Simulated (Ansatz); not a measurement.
**MgO2: properties at the relaxed cell**

This session takes MgO2 and sets out to measure the bulk modulus from energies at several volumes.

Computed with Ansatz 0.2.0 (DFT r2SCAN, scalar-relativistic, plane waves, PAW, unless a step's input says otherwise).

## Step 1: Starting point

Symmetry: I4/mcm, No. 140, tetragonal system. Conventional cell: a = 4.380 Å, b = 4.380 Å, c = 5.380 Å, α = 90.00°, β = 90.00°, γ = 90.00°. Mg (site symmetry 422) is surrounded by 8 O at 2.20 Å. O (site symmetry m2m) has 1 O at 1.48 Å as nearest neighbours.

As a file:

```
CELL_PARAMETERS angstrom
-2.19015 2.19015 2.68977
2.19015 -2.19015 2.68977
2.19015 2.19015 -2.68977
ATOMIC_POSITIONS crystal
Mg 0.25000 0.25000 0.00000
Mg 0.75000 0.75000 0.00000
O 0.11979 0.61979 0.73959
O 0.61979 0.88021 0.50000
O 0.88021 0.38021 0.26041
O 0.38021 0.11979 0.50000
```

It is the result of an earlier relaxation at this level (volume 8.60 Å³/atom; gap on the mesh: 3.57 eV).

## Step 2: Point at V/V0 = 0.97

Input file input.yaml:

```yaml
crystal:
  lattice:
    - [-2.1680216433, 2.1680216433, 2.6626021212]
    - [2.1680216433, -2.1680216433, 2.6626021212]
    - [2.1680216433, 2.1680216433, -2.6626021212]
  atoms:
    - { symbol: Mg, position: [0.25, 0.25, 0.0] }
    - { symbol: Mg, position: [0.75, 0.75, 0.0] }
    - { symbol: O, position: [0.1197934384, 0.6197934384, 0.7395868769] }
    - { symbol: O, position: [0.6197934384, 0.8802065616, 0.5] }
    - { symbol: O, position: [0.8802065616, 0.3802065616, 0.2604131231] }
    - { symbol: O, position: [0.3802065616, 0.1197934384, 0.5] }
basis:
  ecutwfc: 500
kpoints:
  mp_grid: { grid: [8, 8, 8] }
hamiltonian:
  xc: r2scan
scf:
  occupations: { method: gaussian, width: 0.02 }
output:
  forces: true
  stress: true
  eigenvalues: true
relax:
  adjacent_minimum: "off"
  f_tol: 0.01
  max_steps: 30
  cell: { stress_tol: 0.1, fix: [volume] }
```

The run is started by

```sh
$ ansatz run input.yaml --threads 2 --pin off --max-ram 5120MiB --backend cpu --events-out ev --progress --plain --runs-dir out
```

## Step 3: Volume × 1.03

input.yaml, as its differences from that of step 2:

```diff
@@ -2,5 +2,5 @@
   lattice:
-    - [-2.1680216433, 2.1680216433, 2.6626021212]
-    - [2.1680216433, -2.1680216433, 2.6626021212]
-    - [2.1680216433, 2.1680216433, -2.6626021212]
+    - [-2.2118318638, 2.2118318638, 2.7164065592]
+    - [2.2118318638, -2.2118318638, 2.7164065592]
+    - [2.2118318638, 2.2118318638, -2.7164065592]
   atoms:
```

## Step 4: Point at V/V0 = 0.94

Input file input.yaml:

```yaml
crystal:
  lattice:
    - [-2.1479467055, 2.1479467055, 2.6287096343]
    - [2.1479467055, -2.1479467055, 2.6287096343]
    - [2.1479467055, 2.1479467055, -2.6287096343]
  atoms:
    - { symbol: Mg, position: [0.25, 0.25, 0.0] }
    - { symbol: Mg, position: [0.75, 0.75, 0.0] }
    - { symbol: O, position: [0.1202963794, 0.6202963794, 0.7405927588] }
    - { symbol: O, position: [0.6202963794, 0.8797036206, 0.5] }
    - { symbol: O, position: [0.8797036206, 0.3797036206, 0.2594072412] }
    - { symbol: O, position: [0.3797036206, 0.1202963794, 0.5] }
basis:
  ecutwfc: 500
kpoints:
  mp_grid: { grid: [8, 8, 8] }
hamiltonian:
  xc: r2scan
scf:
  occupations: { method: gaussian, width: 0.02 }
output:
  forces: true
  stress: true
  eigenvalues: true
relax:
  adjacent_minimum: "off"
  f_tol: 0.01
  max_steps: 30
  cell: { stress_tol: 0.1, fix: [volume] }
```

## Step 5: Volume × 1.06

Input file input.yaml:

```yaml
crystal:
  lattice:
    - [-2.2307376332, 2.2307376332, 2.7483411694]
    - [2.2307376332, -2.2307376332, 2.7483411694]
    - [2.2307376332, 2.2307376332, -2.7483411694]
  atoms:
    - { symbol: Mg, position: [0.25, 0.25, 0.0] }
    - { symbol: Mg, position: [0.75, 0.75, 0.0] }
    - { symbol: O, position: [0.1192713213, 0.6192713213, 0.7385426427] }
    - { symbol: O, position: [0.6192713213, 0.8807286787, 0.5] }
    - { symbol: O, position: [0.8807286787, 0.3807286787, 0.2614573573] }
    - { symbol: O, position: [0.3807286787, 0.1192713213, 0.5] }
basis:
  ecutwfc: 500
kpoints:
  mp_grid: { grid: [8, 8, 8] }
hamiltonian:
  xc: r2scan
scf:
  occupations: { method: gaussian, width: 0.02 }
output:
  forces: true
  stress: true
  eigenvalues: true
relax:
  adjacent_minimum: "off"
  f_tol: 0.01
  max_steps: 30
  cell: { stress_tol: 0.1, fix: [volume] }
```

## Step 6: The cell scaled to 0.91 of its volume

Input file input.yaml:

```yaml
crystal:
  lattice:
    - [-2.127419416, 2.127419416, 2.5941609736]
    - [2.127419416, -2.127419416, 2.5941609736]
    - [2.127419416, 2.127419416, -2.5941609736]
  atoms:
    - { symbol: Mg, position: [0.25, 0.25, 0.0] }
    - { symbol: Mg, position: [0.75, 0.75, 0.0] }
    - { symbol: O, position: [0.1207866367, 0.6207866367, 0.7415732733] }
    - { symbol: O, position: [0.6207866367, 0.8792133633, 0.5] }
    - { symbol: O, position: [0.8792133633, 0.3792133633, 0.2584267267] }
    - { symbol: O, position: [0.3792133633, 0.1207866367, 0.5] }
basis:
  ecutwfc: 500
kpoints:
  mp_grid: { grid: [8, 8, 8] }
hamiltonian:
  xc: r2scan
scf:
  occupations: { method: gaussian, width: 0.02 }
output:
  forces: true
  stress: true
  eigenvalues: true
relax:
  adjacent_minimum: "off"
  f_tol: 0.01
  max_steps: 30
  cell: { stress_tol: 0.1, fix: [volume] }
```

## Step 7: Point at V/V0 = 1.10

Input file input.yaml:

```yaml
crystal:
  lattice:
    - [-2.2561504139, 2.2561504139, 2.7881642314]
    - [2.2561504139, -2.2561504139, 2.7881642314]
    - [2.2561504139, 2.2561504139, -2.7881642314]
  atoms:
    - { symbol: Mg, position: [0.25, 0.25, 0.0] }
    - { symbol: Mg, position: [0.75, 0.75, 0.0] }
    - { symbol: O, position: [0.1187378012, 0.6187378012, 0.7374756024] }
    - { symbol: O, position: [0.6187378012, 0.8812621988, 0.5] }
    - { symbol: O, position: [0.8812621988, 0.3812621988, 0.2625243976] }
    - { symbol: O, position: [0.3812621988, 0.1187378012, 0.5] }
basis:
  ecutwfc: 500
kpoints:
  mp_grid: { grid: [8, 8, 8] }
hamiltonian:
  xc: r2scan
scf:
  occupations: { method: gaussian, width: 0.02 }
output:
  forces: true
  stress: true
  eigenvalues: true
relax:
  adjacent_minimum: "off"
  f_tol: 0.01
  max_steps: 30
  cell: { stress_tol: 0.1, fix: [volume] }
```

## Step 8: Volume × 0.88

Input file input.yaml:

```yaml
crystal:
  lattice:
    - [-2.1064771267, 2.1064771267, 2.5587681902]
    - [2.1064771267, -2.1064771267, 2.5587681902]
    - [2.1064771267, 2.1064771267, -2.5587681902]
  atoms:
    - { symbol: Mg, position: [0.25, 0.25, 0.0] }
    - { symbol: Mg, position: [0.75, 0.75, 0.0] }
    - { symbol: O, position: [0.1212595235, 0.6212595235, 0.742519047] }
    - { symbol: O, position: [0.6212595235, 0.8787404765, 0.5] }
    - { symbol: O, position: [0.8787404765, 0.3787404765, 0.257480953] }
    - { symbol: O, position: [0.3787404765, 0.1212595235, 0.5] }
basis:
  ecutwfc: 500
kpoints:
  mp_grid: { grid: [8, 8, 8] }
hamiltonian:
  xc: r2scan
scf:
  occupations: { method: gaussian, width: 0.02 }
output:
  forces: true
  stress: true
  eigenvalues: true
relax:
  adjacent_minimum: "off"
  f_tol: 0.01
  max_steps: 30
  cell: { stress_tol: 0.1, fix: [volume] }
```

(Steps that only read results are left out.)

Q: Predict the outcome of this session. Wanted: equilibrium volume of the fit; bulk modulus.

As calculated:

| quantity | value |
| --- | --- |
| equilibrium volume of the fit | 8.60 Å³/atom |
| bulk modulus | 157 GPa |
| its pressure derivative | 4.3 |

**Reading.** The fit puts the minimum at 8.60 Å³/atom with B = 157 GPa and B' = 4.3. The gap on the mesh goes from 3.98 eV at the smallest volume to 3.29 eV at the largest.
